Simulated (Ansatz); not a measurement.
# CH₁₀AlBSi₂: small, medium and large basis sets

An exercise on one series of results from a longer session: the logs are not shown, and one member is left open.

Program: Ansatz 0.2.0, Gaussian basis. Level of theory: one geometry, several basis sets. These are calculated values, not measurements.

The runs, in order: PBE0-D4/def2-SVP; ωB97M-V/def2-SVP; PBE0-D4/def2-QZVPP; ωB97M-V/def2-QZVPP; the functionals' def2-TZVPP values are taken from earlier runs.

### The relaxed structure

All runs share one geometry, relaxed beforehand with PBE0-D4 in a triple-zeta def2 set.

SMILES `CB[SiH2][SiH2][AlH2]`, 15 atoms, charge 0, spin multiplicity 1.

Atoms are counted from 1 here; the program's logs count them from 0.

Bond lengths: C1–B2 1.562 Å, C1–H6 1.103 Å, C1–H7 1.102 Å, C1–H8 1.095 Å, B2–Si3 2.002 Å, B2–H9 1.198 Å, Si3–Si4 2.353 Å, Si3–H10 1.488 Å, Si3–H11 1.495 Å, Si4–Al5 2.452 Å, Si4–H12 1.492 Å, Si4–H13 1.492 Å, Al5–H14 1.590 Å, Al5–H15 1.589 Å. Angles: B2–C1–H6 115.8°, B2–C1–H7 107.3°, B2–C1–H8 113.0°, H6–C1–H7 109.7°, H6–C1–H8 106.6°, H7–C1–H8 103.7°, C1–B2–Si3 118.4°, C1–B2–H9 117.5°, Si3–B2–H9 123.8°, B2–Si3–Si4 101.1°, B2–Si3–H10 117.7°, B2–Si3–H11 108.3°, Si4–Si3–H10 114.6°, Si4–Si3–H11 105.2°, H10–Si3–H11 109.0°, Si3–Si4–Al5 103.7°, Si3–Si4–H12 109.6°, Si3–Si4–H13 109.0° and more.

Coordinates:

```
C    -1.4489   -0.1978    1.0179
B    -0.0468   -0.3578    1.6887
Si    1.4833   -0.9809    0.5575
Si    1.4566    0.6238   -1.1628
Al   -0.9176    0.8147   -1.7443
H    -1.5702   -0.6841    0.0359
H    -1.6467    0.8822    0.9247
H    -2.2685   -0.5590    1.6486
H     0.0684    0.0106    2.8230
H     2.8051   -1.1593    1.2174
H     1.0896   -2.2650   -0.0988
H     2.3140    0.1607   -2.2928
H     2.0324    1.8996   -0.6459
H    -1.6268   -0.3647   -2.5398
H    -1.7461    2.1265   -1.3999
```

The first run:

Input file in.yaml:

```yaml
crystal:
  periodic: [false, false, false]
  atoms:
    - {symbol: C, position_ang: [-1.448880, -0.197807, 1.017879]}
    - {symbol: B, position_ang: [-0.046849, -0.357846, 1.688675]}
    - {symbol: Si, position_ang: [1.483292, -0.980917, 0.557483]}
    - {symbol: Si, position_ang: [1.456602, 0.623754, -1.162847]}
    - {symbol: Al, position_ang: [-0.917551, 0.814690, -1.744296]}
    - {symbol: H, position_ang: [-1.570181, -0.684113, 0.035870]}
    - {symbol: H, position_ang: [-1.646685, 0.882209, 0.924744]}
    - {symbol: H, position_ang: [-2.268452, -0.559040, 1.648649]}
    - {symbol: H, position_ang: [0.068415, 0.010600, 2.822956]}
    - {symbol: H, position_ang: [2.805145, -1.159280, 1.217426]}
    - {symbol: H, position_ang: [1.089602, -2.264984, -0.098796]}
    - {symbol: H, position_ang: [2.314028, 0.160702, -2.292757]}
    - {symbol: H, position_ang: [2.032397, 1.899616, -0.645917]}
    - {symbol: H, position_ang: [-1.626752, -0.364727, -2.539767]}
    - {symbol: H, position_ang: [-1.746131, 2.126541, -1.399902]}
basis:
  gaussian: {orbitals: def2-SVP}
hamiltonian: {xc: pbe0, dispersion: d4}
output: {orbitals: {seedname: orbitals}}
```

Among the steps run: PBE0-D4 in def2-SVP; ωB97M-V in def2-SVP; PBE0-D4 in def2-QZVPP; ωB97M-V in def2-QZVPP.

One of the session's tables, all rows but one given; the rest of the session is left out.

It belongs to the step «Density functionals: the series». 

```
functional       basis  HOMO (eV)  LUMO (eV)
   PBE0-D4    def2-SVP          ?          ?
   PBE0-D4  def2-TZVPP      -7.20      -2.18
   PBE0-D4  def2-QZVPP      -7.20      -2.19
   ωB97M-V    def2-SVP      -9.12      -0.19
   ωB97M-V  def2-TZVPP      -9.11      -0.30
   ωB97M-V  def2-QZVPP      -9.12      -0.35
```

Estimate the missing values for PBE0-D4, def2-SVP.

As computed: HOMO (eV): -7.25; LUMO (eV): -2.15. In the column «HOMO (eV)» it lies between ωB97M-V, def2-TZVPP (-9.11) and PBE0-D4, def2-TZVPP (-7.20).
